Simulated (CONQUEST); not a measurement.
This CONQUEST 1.3 run on InAg needs a look.

File Conquest_input:

```
IO.Title InAg
IO.Coordinates coords.dat
IO.FractionalAtomicCoords T
IO.Iprint 2
IO.Iprint_init 1
General.NumberOfSpecies 2
General.PseudopotentialType hamann
General.DistanceUnits A
General.DFT_D2 T
AtomMove.TypeOfRun static
AtomMove.FullStress T
Grid.GridCutoff 80
DM.SolutionMethod diagon
Diag.MPMesh T
Diag.GammaCentred T
Diag.MPMeshX 4
Diag.MPMeshY 4
Diag.MPMeshZ 4
Diag.kT 0.00183747
minE.SCTolerance 1e-6
Diag.SmearingType 1
Diag.MPOrder 1
SC.MaxIters 100
IO.AtomChargeOutput T
General.FunctionalType 104
General.DifferentFunctional F
%block ChemicalSpeciesLabel
1 114.820 In
2 107.870 Ag
%endblock
```

The input coords.dat:

```
    3.4647886600     0.0000000000     0.0000000000
    0.0000000000     3.4647886600     0.0000000000
    0.0000000000     0.0000000000     3.4647886600
2
  0.5000000000   0.5000000000   0.5000000000 1 T T T
  0.0000000000   0.0000000000   0.0000000000 2 T T T
```

Potentials or basis: PseudoDojo NC PBE, SZ, grid cutoff 80 Ha.

Run with:

```console
$ OMP_NUM_THREADS=1 Conquest
```

Output:

```text
________________________________________________________________________

                                    CONQUEST

                Concurrent Order N QUantum Electronic STructure
    ________________________________________________________________________

     Conquest lead developers:
      D.R.Bowler (UCL, NIMS), T.Miyazaki (NIMS), A.Nakata (NIMS),
      L. Truflandier (U. Bordeaux)

     Developers:
      M.Arita (NIMS), J.S.Baker (UCL), V.Brazdova (UCL), R.Choudhury (UCL),
      S.Y.Mujahed (UCL), J.T.Poulton (UCL), Z.Raza (NIMS), A.Sena (UCL),
      U.Terranova (UCL), L.Tong (UCL), A.Torralba (NIMS)

     Early development:
      I.J.Bush (STFC), C.M.Goringe (Keele), E.H.Hernandez (Keele)

     Original inspiration and project oversight:
      M.J.Gillan (Keele, UCL)
    ________________________________________________________________________

          Reading ion files

          symbol = In
          label = In
          z =     49.00000
          zval_int, zval =     13.00000
          mass =      114.820000000000
          self_energy =      0.00000000000000
          lmax_basis, n_orbnl =    2   3
          lmax_projs, n_pjnl =    2   6
          XC functional code =      101
          symbol = Ag
          label = Ag
          z =     47.00000
          zval_int, zval =     19.00000
          mass =      107.870000000000
          self_energy =      0.00000000000000
          lmax_basis, n_orbnl =    2   4
          lmax_projs, n_pjnl =    2   6
          XC functional code =      101
  Error in process    1
  Functional in input file differs to pseudopotential:        104       101

MPI_ABORT
```

What happened, and what is wrong with the input?

The program refused the input. The input holds a flaw that was put in on purpose: functional differs from the ion files without the flag that allows it (General.FunctionalType = 104; General.DifferentFunctional = F).
